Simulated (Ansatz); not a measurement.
**C₃H₉N₃O: energies up the ladder**

The task, for C₃H₉N₃O: energies up the ladder.

Method: the levels named in each step, in Ansatz 0.2.0.

### 1 The starting structure

Bond lengths: C1–N2 1.449 Å, N2–C3 1.449 Å, N2–C4 1.449 Å, N5–N6 1.106 Å, N6–O7 1.150 Å, C1–H8 1.089 Å, C1–H9 1.101 Å, C1–H10 1.089 Å, C3–H11 1.090 Å, C3–H12 1.090 Å, C3–H13 1.101 Å, C4–H14 1.089 Å, C4–H15 1.089 Å, C4–H16 1.101 Å. Angles (14 of 22 angles, heavy atoms first): C1–N2–C3 111.2°, C1–N2–C4 111.6°, C3–N2–C4 111.3°, N5–N6–O7 177.2°, N2–C1–H8 109.1°, N2–C1–H9 112.7°, N2–C1–H10 108.9°, N2–C3–H11 109.0°, N2–C3–H12 109.1°, N2–C3–H13 112.7°, N2–C4–H14 109.1°, N2–C4–H15 109.0°, N2–C4–H16 112.8°, H8–C1–H9 108.6°.

Structure file:

```xyz
16

C    -1.3254    0.9997   -1.0426
N    -0.0544    0.3148   -0.9250
C     1.0486    1.2542   -0.9273
C     0.1070   -0.6904   -1.9554
N    -0.3691    0.3516    2.0823
N     0.0483   -0.5813    1.6596
O     0.4883   -1.5709    1.2734
H    -2.1305    0.2668   -1.0057
H    -1.4149    1.5725   -1.9784
H    -1.4379    1.6822   -0.2010
H     0.9203    1.9552   -0.1032
H     1.9814    0.7098   -0.7830
H     1.1183    1.8240   -1.8665
H    -0.7158   -1.4010   -1.8917
H     1.0400   -1.2254   -1.7852
H     0.1253   -0.2620   -2.9693
```

### 2 A rough first relaxation, PBE-D4/def2-SVP

Contents of input.yaml:

```yaml
crystal:
  periodic: [false, false, false]
  atoms:
    - { symbol: C, position_ang: [-1.32542, 0.99972, -1.04256] }
    - { symbol: "N", position_ang: [-0.05443, 0.31484, -0.92495] }
    - { symbol: C, position_ang: [1.04858, 1.25417, -0.92727] }
    - { symbol: C, position_ang: [0.10696, -0.69039, -1.95537] }
    - { symbol: "N", position_ang: [-0.36909, 0.35159, 2.08228] }
    - { symbol: "N", position_ang: [0.04835, -0.5813, 1.65957] }
    - { symbol: O, position_ang: [0.48834, -1.57094, 1.27336] }
    - { symbol: H, position_ang: [-2.13046, 0.26684, -1.00569] }
    - { symbol: H, position_ang: [-1.41489, 1.57249, -1.97841] }
    - { symbol: H, position_ang: [-1.43792, 1.68222, -0.20104] }
    - { symbol: H, position_ang: [0.9203, 1.95525, -0.10319] }
    - { symbol: H, position_ang: [1.98136, 0.70984, -0.78298] }
    - { symbol: H, position_ang: [1.11832, 1.824, -1.86653] }
    - { symbol: H, position_ang: [-0.71582, -1.401, -1.89174] }
    - { symbol: H, position_ang: [1.04001, -1.22545, -1.78524] }
    - { symbol: H, position_ang: [0.12533, -0.262, -2.96931] }
basis:
  gaussian: { orbitals: def2-SVP }
hamiltonian:
  xc: pbe
  dispersion: d4
relax:
  f_tol: 0.03
  max_steps: 200
```

The run is started by

```bash
ansatz run input.yaml --threads 4 --pin off --max-ram 10240MiB --backend cpu --events-out ev --progress --plain --runs-dir out
```

After this run come: Relaxation, PBE0-D4/def2-TZVP; Relaxation, PBE0-D4/def2-SVP; Frequencies, PBE0-D4/def2-SVP; Single point, PBE-D4/def2-TZVPP; Single point, r2SCAN-D4/def2-TZVPP; Single point, B3LYP-D4/def2-TZVPP; Single point, wB97M-V/def2-TZVPP; Single point, B2PLYP/def2-TZVPP; Single point, PBE0-D4/def2-TZVPP; Single point, LDA/def2-TZVPP; Single point, PBE0-D4/def2-SVP; Single point, PBE-D4/def2-SVP.

What does the calculation give? Wanted: C1–N2 at PBE0-D4/def2-SVP; N2–C3 at PBE0-D4/def2-SVP; N2–C4 at PBE0-D4/def2-SVP; frequencies at PBE0-D4/def2-SVP; energy at PBE-D4/def2-SVP.

The runs gave:

| quantity | value |
| --- | --- |
| C1–N2 at PBE0-D4/def2-SVP | 1.440 Å |
| N2–C3 at PBE0-D4/def2-SVP | 1.440 Å |
| N2–C4 at PBE0-D4/def2-SVP | 1.440 Å |
| frequencies at PBE0-D4/def2-SVP | 15 to 3149 cm⁻¹ |
| energy at PBE-D4/def2-SVP | -9754.261 eV |

**Reading.** The C–N distance spreads over 0.003 Å, from PBE0-D4/def2-SVP (shortest) to PBE0-D4/def2-TZVP. No mode is imaginary, so the geometry is a minimum. These totals serve in differences with atoms or fragments at the same level; alone they don't rank the methods.
